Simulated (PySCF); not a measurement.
# MoNCl: relaxation and vibrations of the triplet

Aim: relax MoNCl as a triplet from a bent start, check by its vibrations whether the end is a minimum, and collect its spectrum and constants.

Program: PySCF 2.14.0. Level of theory: PBE0, basis Mo def2-TZVP with ECP28, N def2-TZVP, Cl def2-TZVP, scalar-relativistic core potentials, no spin–orbit coupling, density fitting. These are calculated values, not measurements.

**1. The system as given**

3 atoms, charge 0, spin multiplicity 3.

Bond lengths: Mo1–N2 1.810 Å, Mo1–Cl3 2.370 Å. Angles: N2–Mo1–Cl3 110.0°.

Coordinates in bohr (charge 0 multiplicity 3):
```
Mo    0.0000    0.0000    0.0000
N    -2.8019    0.0000    1.9619
Cl    3.6687    0.0000    2.5689
```

**2. The SCF at the typed geometry**

The steps below are one call of a driver around PySCF. For each, scf.py gives the equivalent set-up of the SCF; relaxations use the driver's own optimiser. After this first run the driver tries any further starts and a stability analysis.

scf.py reads:

```python
from pyscf import gto, scf, dft
mol = gto.M(atom='''
Mo     0.000000     0.000000     0.000000
N     -1.482700     0.000000     1.038200
Cl     1.941400     0.000000     1.359400''',
    basis={'Mo': 'def2-TZVP', 'N': 'def2-TZVP', 'Cl': 'def2-TZVP'},
    ecp={'Mo': 'def2-TZVP'},
    charge=0, spin=2)
mf = dft.UKS(mol, xc='PBE0')
mf.grids.atom_grid = (50, 194)
aux = {'Mo': 'def2-universal-JKFIT', 'N': 'def2-universal-JKFIT', 'Cl': 'def2-universal-JKFIT'}
mf = mf.density_fit(auxbasis=aux)
mf.conv_tol = 1e-08
mf.diis_space = 10
mf.max_cycle = 60
mf.init_guess = 'minao'
mf.verbose = 4
mf.kernel()
```

On the command line:

```bash
> OMP_NUM_THREADS=4 python axn.py task.json out
```

The program printed:

```text
init E= -576.313606285499
[... the frontier-level lines of each cycle are left out ...]
cycle= 1 E= -582.857126198114  delta_E= -6.54  |g|= 0.374  |ddm|=  2.7
cycle= 2 E= -582.850176386548  delta_E= 0.00695  |g|= 0.444  |ddm|= 0.732
cycle= 3 E= -582.848773729173  delta_E= 0.0014  |g|= 0.46  |ddm|= 0.449
cycle= 4 E= -582.937308769069  delta_E= -0.0885  |g|= 0.0367  |ddm|= 0.212
cycle= 5 E= -582.939211179171  delta_E= -0.0019  |g|= 0.0287  |ddm|= 0.0686
cycle= 6 E= -582.940284331226  delta_E= -0.00107  |g|= 0.015  |ddm|= 0.0397
cycle= 7 E= -582.941633958424  delta_E= -0.00135  |g|= 0.0132  |ddm|= 0.053
cycle= 8 E= -582.943377782868  delta_E= -0.00174  |g|= 0.0129  |ddm|= 0.0884
cycle= 9 E= -582.944339483613  delta_E= -0.000962  |g|= 0.00788  |ddm|= 0.0894
cycle= 10 E= -582.944422805306  delta_E= -8.33e-05  |g|= 0.00359  |ddm|= 0.0201
cycle= 11 E= -582.944454605795  delta_E= -3.18e-05  |g|= 0.000976  |ddm|= 0.0122
cycle= 12 E= -582.94445991  delta_E= -5.3e-06  |g|= 0.00109  |ddm|= 0.00726
cycle= 13 E= -582.944461150557  delta_E= -1.24e-06  |g|= 0.000211  |ddm|= 0.00309
cycle= 14 E= -582.944461432602  delta_E= -2.82e-07  |g|= 0.000145  |ddm|= 0.00151
cycle= 15 E= -582.944461476661  delta_E= -4.41e-08  |g|= 0.00014  |ddm|= 0.000655
cycle= 16 E= -582.944461504901  delta_E= -2.82e-08  |g|= 5.68e-05  |ddm|= 0.000517
cycle= 17 E= -582.944461509809  delta_E= -4.91e-09  |g|= 2.04e-05  |ddm|= 0.000147
Extra cycle  E= -582.944461507905  delta_E= 1.9e-09  |g|= 7.75e-05  |ddm|= 6.31e-05
converged SCF energy = -582.944461507905  <S^2> = 2.4094164  2S+1 = 3.2615434
```

This step, with its further starts and checks, took 9.6 s on 4 threads of Arm Neoverse V2, shared host.

The starts that the driver tried:

```tsv
start	energy (Eh)
the minimal-basis guess	-582.944462
a thermally smeared density	-582.944461
a smeared PBE density	-582.944462
```

The test of internal stability and the other starts found no lower solution of this spin.

**3. Relaxing the triplet from the bent start**

The program finds Cs symmetry in the start, which this walk keeps.

scf.py: that of step 2 with these lines changed.

```diff
@@ -3,3 +3,3 @@
-Mo     0.000000     0.000000     0.000000
-N     -1.482700     0.000000     1.038200
-Cl     1.941400     0.000000     1.359400''',
+Mo    -0.320854     0.000000    -0.422629
+N     -1.803554     0.000000     0.615571
+Cl     1.620546     0.000000     0.936771''',
@@ -16 +15,0 @@
-mf.init_guess = 'minao'
```

Energy and gradient, step by step:

```tsv
step	energy (Eh)	change (kJ/mol)	largest symmetric gradient (Eh/bohr)
0	-582.944462	0.00	0.09547
1	-582.974834	-79.74	0.02142
2	-582.974846	-79.77	0.02712
3	-582.975609	-81.78	0.00152
4	-582.975616	-81.80	0.00034
5	-582.975619	-81.80	0.00022
```

The walk took 9.1 s.

End point (Cs, 5 steps, 81.8 kJ/mol gained): Mo–Cl 2.307 Å, Mo–N 1.613 Å; Cl–Mo–N 116.3°.

**4. Is it a minimum? Harmonic modes**

On the finer grid the gradient is checked again; gradients at displacements of ±0.02 bohr then give force constants and infrared intensities.

scf.py: that of step 3 with these lines changed.

```diff
@@ -3,3 +3,3 @@
-Mo    -0.320854     0.000000    -0.422629
-N     -1.803554     0.000000     0.615571
-Cl     1.620546     0.000000     0.936771''',
+Mo    -0.336578     0.000000    -0.370577
+N     -1.704956     0.000000     0.483628
+Cl     1.625042     0.000000     0.843455''',
@@ -10 +10 @@
-mf.grids.atom_grid = (50, 194)
+mf.grids.atom_grid = (75, 302)
@@ -13 +13 @@
-mf.conv_tol = 1e-08
+mf.conv_tol = 1e-10
```

The driver hands on the density of the step before, so the log starts near convergence.

SCF at the final geometry:

```text
init E= -582.975752997364
[... the frontier-level lines of each cycle are left out ...]
cycle= 1 E= -582.975752997361  delta_E= 3.3e-12  |g|= 4.31e-06  |ddm|= 5.12e-06
Extra cycle  E= -582.975752997282  delta_E= 7.84e-11  |g|= 1.46e-05  |ddm|= 9.79e-06
converged SCF energy = -582.975752997282  <S^2> = 2.0586424  2S+1 = 3.0388434
```

The whole step took 37 s.

Geometry: Cs; Mo–Cl 2.307 Å, Mo–N 1.613 Å; Cl–Mo–N 116.3°.

Modes, for the most abundant isotopes:

```json
{"symmetry": "a'", "ω (cm⁻¹)": "160", "IR (km/mol)": "5.5", "type": "bend"}
{"symmetry": "a'", "ω (cm⁻¹)": "383", "IR (km/mol)": "66.6", "type": "stretch"}
{"symmetry": "a'", "ω (cm⁻¹)": "1150", "IR (km/mol)": "86.9", "type": "stretch"}
```

Every mode is real; the point is a minimum.

Constants and moments:

```
Dipole moment                                                   : 4.93 D
Highest occupied level                                          : -6.73 eV
Lowest empty level                                              : -3.44 eV
Rotational constants                                            : 0.7584, 0.1031, 0.09076 cm⁻¹
Zero-point energy                                               : 10.1 kJ/mol
Principal polarisabilities                                      : 43.3, 49.0, 67.8 bohr³
Atomisation energy without zero-point energy                    : 867 kJ/mol
Principal traceless quadrupole moments about the centre of mass : -10.12, 3.12, 7.00 D Å
Entropy at 298.15 K and 1 bar (electronic part: spin only)      : 299.7 J/(mol K)
Heat capacity Cp at 298.15 K                                    : 48.5 J/(mol K)
Enthalpy at 298.15 K above 0 K                                  : 12.47 kJ/mol
Rotational symmetry number                                      : 1
Spin squared ⟨S²⟩                                               : 2.059
```

Charges (e) and bond orders:

| atom | Mulliken | Löwdin | polar tensor | spin (Mulliken) | Mayer order to Mo1 |
| --- | --- | --- | --- | --- | --- |
| Mo1 | 0.94 | 0.31 | 1.26 | 2.36 | – |
| N2 | -0.48 | -0.25 | -0.63 | -0.37 | 2.83 |
| Cl3 | -0.46 | -0.06 | -0.63 | 0.02 | 0.90 |

Outer orbital energies (eV). α occupied: -10.59, -9.82, -9.70, -9.18, -9.15, -8.23, -6.78, -6.73; empty: -3.44, -1.76, -0.53, 0.31. β occupied: -21.79, -20.05, -10.40, -9.61, -9.48, -9.04, -8.80, -8.25; empty: -2.63, -2.15, -2.09, -0.89.

Mulliken populations on Mo1 (outside its core potential): s 2.28, p 6.14, d 4.61, f 0.03.

**5. Results**

| quantity | value |
| --- | --- |
| minimum | triplet, Cs |
| geometry | Mo–Cl 2.307 Å, Mo–N 1.613 Å; Cl–Mo–N 116.3° |
| wavenumbers (cm⁻¹) | 160 (a'), 383 (a'), 1150 (a') |
| dipole moment | 4.93 D |
| highest occupied, lowest empty level (either spin) | -6.73, -3.44 eV |
| polar-tensor charge of Mo1 | +1.26 e |
| zero-point energy | 10.1 kJ/mol |
| entropy at 298.15 K | 299.7 J/(mol K) |
| atomisation energy (no zero-point energy) | 867 kJ/mol |
| ⟨S²⟩ | 2.059 |

What this shows: The molecule stays Cs, as typed, and the end point is a minimum. The strongest infrared band lies at 1150 cm⁻¹ (a', stretch). Most of the spin sits on Mo1 (Mulliken spin 2.36, against 2 for the whole molecule). Other starts or spin states, not run here, may lie lower. One determinant may miss the lowest occupation of an open d or f shell.

The search up to here took 56 s.
